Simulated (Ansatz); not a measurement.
This script makes an atomisation energy of AlClH6SiSn, SMILES [SiH3][Al]([Cl])[SnH3] with the Python package of Ansatz (0.2.0).

`run_tae.py`:
```python
from collections import Counter

import ansatz as az


def energy_of(molecule, charge=0, unpaired=0):
    calc = molecule.calculation().basis(gaussian='def2-SVPD').functional('B3LYP', dispersion='d3bj')
    if charge:
        calc = calc.charge(charge)
    if unpaired:
        calc = calc.spin('collinear', total=unpaired)
    report = calc.run(threads=1, backend='cpu').report
    if report['published_state_doubts']:
        print('  doubts:', report['published_state_doubts'])
    return report['free_energy_ev']

geometry_ang = [
    ('Si', (0.0164, 1.3038, -1.6946)),
    ('Al', (0.9253, -0.1113, -0.1201)),
    ('Cl', (3.0674, -0.5189, -0.1809)),
    ('Sn', (-0.5195, -1.2351, 1.71)),
    ('H', (-1.0454, 0.615, -2.5007)),
    ('H', (-0.6627, 2.496, -1.0116)),
    ('H', (1.0428, 1.8494, -2.6053)),
    ('H', (-1.781, -2.2, 0.9204)),
    ('H', (0.3987, -2.2467, 2.7815)),
    ('H', (-1.3589, -0.0034, 2.7043)),
]
geometry = az.Crystal.molecule()
for symbol, xyz in geometry_ang:
    geometry = geometry.atom(symbol, xyz)

unpaired = {'Si': 2, 'Al': 1, 'Cl': 1, 'Sn': 2, 'H': 1}
counts = Counter(site.symbol for site in geometry.cartesian_sites)
atom_energy = {s: energy_of(az.Crystal.molecule().atom(s, (0, 0, 0)), 0, unpaired[s]) for s in counts}
whole = energy_of(geometry, 0, 0)
for s, e in atom_energy.items():
    print(f'{s:2s} x{counts[s]}  {e:14.5f} eV')
print(f'AlClH6SiSn: {whole:.5f} eV')
split = sum(counts[s] * e for s, e in atom_energy.items()) - whole
print(f'atomisation energy (no zero-point term): {96.485332 * split:.1f} kJ/mol, {split / sum(counts.values()):.3f} eV an atom')
```

What does it cost to take this molecule apart into atoms?

2539.7 kJ/mol from the electronic energies, without the zero-point term.

What the script printed:

`python run_tae.py` gives:
```text
Si x1     -7872.10678 eV
Al x1     -6593.38314 eV
Cl x1    -12517.67045 eV
Sn x1     -5832.01806 eV
H  x6       -13.63995 eV
AlClH6SiSn: -32923.34055 eV
atomisation energy (no zero-point term): 2539.7 kJ/mol, 2.632 eV an atom
```

What to keep in mind:
- Total energies depend on the basis set; only differences at equal settings carry meaning.
- The geometry is a force-field or estimated start, not a minimum of this method, and the basis set is short of its limit. All parts are taken at fixed geometry, without zero-point energy.
- def2 sets replace the cores of elements past krypton by effective core potentials.
- b3lyp holds the VWN-RPA fit, as in Gaussian; the form of ORCA and Turbomole is b3lyp5.
- The spin-orbit lowering of heavy atoms is left out.
- Hardware and time: 12 s on 1 thread of Arm Neoverse V1 (shared host), peak memory 0.43 GiB.
